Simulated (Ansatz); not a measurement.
# CH5GaOSi: up Jacob's ladder to CCSD(T)

An exercise on one series of results from a longer session: the logs are not shown, and one member is left open.

Computed with Ansatz 0.2.0, Gaussian basis. Level: functionals in def2-TZVPP, the program's frozen cores in correlated methods.

Levels to be run: LDA (SPW92), PBE-D4, revPBE-D4, BLYP-D4, r2SCAN-D4, B97M-V, PBE0-D4, B3LYP-D4, r2SCANh-D4, r2SCAN0-D4, HSE06-D4, BHLYP-D4, CAM-B3LYP-D4, LC-ωPBE, ωB97X-V, ωB97M-V, B2PLYP, PBE-QIDH; CCSD(T)/def2-SVP; CCSD(T)/def2-TZVPP; MP2/def2-QZVPP; extrapolation to the limit; RPA on PBE.

### The geometry

The geometry comes from an earlier relaxation with PBE0-D4 in a triple-zeta def2 set; it is a stationary point, not always the lowest conformer.

9 atoms, charge 0, spin multiplicity 1.

Atoms are counted from 1 here; the program's logs count them from 0.

Bond lengths: O1–C2 1.221 Å, C2–Si3 1.921 Å, C2–Ga4 2.013 Å, Si3–H5 1.487 Å, Si3–H6 1.487 Å, Si3–H7 1.485 Å, Ga4–H8 1.565 Å, Ga4–H9 1.565 Å. Angles: O1–C2–Si3 124.1°, O1–C2–Ga4 99.8°, Si3–C2–Ga4 136.1°, C2–Si3–H5 106.1°, C2–Si3–H6 106.1°, C2–Si3–H7 113.4°, H5–Si3–H6 108.6°, H5–Si3–H7 111.1°, H6–Si3–H7 111.2°, C2–Ga4–H8 116.9°, C2–Ga4–H9 116.9°, H8–Ga4–H9 123.9°.

The first run:

Contents of in.yaml:

```yaml
crystal:
  periodic: [false, false, false]
  atoms:
    - {symbol: O, position_ang: [1.324617, -1.080765, 0.439284]}
    - {symbol: C, position_ang: [0.406857, -0.334435, 0.136548]}
    - {symbol: Si, position_ang: [0.621469, 1.276237, -0.888549]}
    - {symbol: Ga, position_ang: [-1.127043, -1.313098, 0.996923]}
    - {symbol: H, position_ang: [-0.253785, 1.125973, -2.081365]}
    - {symbol: H, position_ang: [0.086116, 2.377446, -0.044554]}
    - {symbol: H, position_ang: [2.027778, 1.540728, -1.285778]}
    - {symbol: H, position_ang: [-1.740866, -2.510606, 0.198291]}
    - {symbol: H, position_ang: [-1.345133, -1.081480, 2.529189]}
basis:
  gaussian: {orbitals: def2-TZVPP}
hamiltonian: {xc: lda}
output: {orbitals: {seedname: orbitals}}
```

On the command line:

```
$ ansatz run in.yaml --threads 4 --pin off --events-out ev --progress --plain --max-ram 10444MiB
```

Steps of the session up to this table: LDA; PBE-D4 (GGA); revPBE-D4 (GGA); BLYP-D4 (GGA); r2SCAN-D4 (meta-GGA); B97M-V (meta-GGA); PBE0-D4 (hybrid); B3LYP-D4 (hybrid); r2SCANh-D4 (hybrid); r2SCAN0-D4 (hybrid); HSE06-D4 (hybrid); BHLYP-D4 (hybrid); CAM-B3LYP-D4 (range-separated); LC-ωPBE (range-separated); ωB97X-V (range-separated); ωB97M-V (range-separated); B2PLYP (double hybrid); PBE-QIDH (double hybrid).

One of the session's tables, all rows but one given; the rest of the session is left out.

It belongs to the step «Orbital energies across the functionals». 

```
  functional  HOMO (eV)  LUMO (eV)  gap (eV)
 LDA (SPW92)      -5.30      -3.23      2.07
      PBE-D4      -5.13      -3.00      2.13
   revPBE-D4      -5.06      -2.90      2.15
     BLYP-D4      -5.03      -2.84      2.19
   r2SCAN-D4      -5.30      -2.81      2.49
      B97M-V      -5.43      -2.79      2.65
     PBE0-D4      -6.26      -1.81      4.44
    B3LYP-D4      -6.09      -2.06      4.03
  r2SCANh-D4      -5.73      -2.37      3.36
  r2SCAN0-D4      -6.39      -1.72      4.67
    HSE06-D4          ?          ?         ?
    BHLYP-D4      -7.38      -0.84      6.54
CAM-B3LYP-D4      -7.56      -0.67      6.88
     LC-ωPBE      -8.77       0.52      9.28
     ωB97X-V      -8.47       0.36      8.83
     ωB97M-V      -8.38       0.14      8.52
```

Estimate the missing values for HSE06-D4.

The run gave: HOMO (eV): -5.86; LUMO (eV): -2.21; gap (eV): 3.66. In the column «HOMO (eV)» it lies between B3LYP-D4 (-6.09) and r2SCANh-D4 (-5.73).
